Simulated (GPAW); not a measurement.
Runs of GPAW 26.7.0 on CsLiCr2Te2S3. Symmetry: P3m1, No. 156, trigonal system. The conventional cell has a = 3.604 Å, b = 3.604 Å, c = 19.067 Å, α = 90.00°, β = 90.00°, γ = 120.00°. Around Cs (site symmetry 3m) lie 3 S at 3.38 Å and 6 Cs at 3.60 Å and 3 Te at 3.77 Å. Li (site symmetry 3m) is surrounded by 6 S at 2.63 to 2.66 Å. Cr (site symmetry 3m) has 3 S at 2.40 Å and 3 Te at 2.74 Å as nearest neighbours. Cr (site symmetry 3m) is surrounded by 6 S at 2.43 to 2.45 Å. Around Te (site symmetry 3m) lie 6 Te at 3.60 Å and 3 Cs at 3.77 Å. Te (site symmetry 3m) is surrounded by 3 Cr at 2.74 Å. S (site symmetry 3m) is surrounded by 3 Cr at 2.45 Å and 3 Li at 2.63 Å. Around S (site symmetry 3m) lie 3 Cr at 2.40 Å and 3 Li at 2.66 Å. The cell was built by a generator and needn't be a form met in nature.

```tsv
task	level	potentials or basis	U	k mesh	ranks	band path	band points	mesh quality	pressure (GPa)	moment (μB)	largest force (eV/Å)
band structure	PBE+U	GPAW PAW data sets (gpaw-data 1.2.1), pw	Cr d U = 4 eV	6 × 6 × 1	4	GMKGALHA,LM,KH	60	not flagged	3.1	6.02	0.99
band structure	PBEsol	PAW data sets generated in the run's folder for this functional, pw	-	6 × 6 × 1	4	GMKGALHA,LM,KH	100	not flagged	-2.7	5.66	0.39
band structure	PBE	GPAW PAW data sets (gpaw-data 1.2.1), pw	-	6 × 6 × 1	4	GMKGALHA,LM,KH	100	not flagged	0.1	(b)	0.13
single point	PBE+D4	GPAW PAW data sets (gpaw-data 1.2.1), pw	-	5 × 5 × 1	-	-	-	coarse	-1.9	5.34	(c)
band structure	RPBE	the program's PAW data sets (release 1.2.1) made for this functional, pw	-	6 × 6 × 1	8	GMKGALHA,LM,KH	100	not flagged	2.3	(a)	(d)
```

Alike in all rows: spin collinear, ferromagnetic start; cell as given; cutoff (eV) 800; smearing fermi-dirac 0.05 eV.

Question: Estimate the missing entries.

Answer: (a) 5.73; (b) 5.68; (c) 0.14; (d) 0.24.

Caveats: some runs use coarse meshes; only a ferromagnetic start was run, and an antiferromagnetic order may lie lower in energy; pairwise dispersion overbinds metals, which lowers pressure and volume (some runs).

Not every run made on this cell is shown here.
